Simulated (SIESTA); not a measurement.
Crystal: PdAu3.

```
Au Pd
1.0
    -2.05260    2.05260    4.00265
     2.05260   -2.05260    4.00265
     2.05260    2.05260   -4.00265
Au Pd
3 1
Cartesian
  0.0000 0.0000 4.0026
  2.0526 0.0000 2.0013
  0.0000 2.0526 2.0013
  0.0000 0.0000 0.0000
```

The cell comes from a database or a generator and needn't be the stable form of this composition.

* Program: SIESTA 5.4.2
* Task: single point
* Functional: PBEsol
* Potentials or basis: PseudoDojo 0.4 standard (PBEsol files)
* Basis: DZP (energy shift 0.003 Ry; two zetas on semicore shells)
* Grid cutoff: 800 Ry
* Energy shift: 0.003 Ry
* k mesh: 9 × 9 × 9
* Occupations: fermi-dirac, width 0.05 eV
* Spin: no spin polarisation

On this cell: pressure -4.2 GPa; largest force under 0.003 eV/Å; band gap on the k mesh none (metal or under the smearing width).

The same run follows on a disturbed copy (atoms moved at random, drawn with an rms of 0.05 Å):

```xyz
4
Lattice="-2.0526 2.0526 4.0026 2.0526 -2.0526 4.0026 2.0526 2.0526 -4.0026" Properties=species:S:1:pos:R:3 pbc="T T T"
Au    0.0265    0.0228    4.0280
Au    2.0264   -0.0250    2.0029
Au   -0.0085    2.0256    1.9729
Pd   -0.0156   -0.0095    0.0023
```

Question: What does the disturbed cell give?

Answer: The energy (extrapolated to zero smearing) moves by +6.4 meV/atom; pressure -4.0 GPa; largest force 0.597 eV/Å; band gap on the k mesh none (metal or under the smearing width).

Forces in eV/Å, atoms in the order of the input:
```
Au  -0.339 -0.307 -0.384
Au   0.187  0.136  0.172
Au   0.015  0.115  0.374
Pd   0.136  0.056 -0.162
```

Stress tensor (GPa, compression positive):
```
-3.90  0.02  0.06
 0.02 -4.00  0.09
 0.06  0.09 -4.02
```

Caveats: short orbitals over semicore shells can move pressures by several GPa; the basis of atomic orbitals isn't converged, which shifts pressures, moduli and gaps.
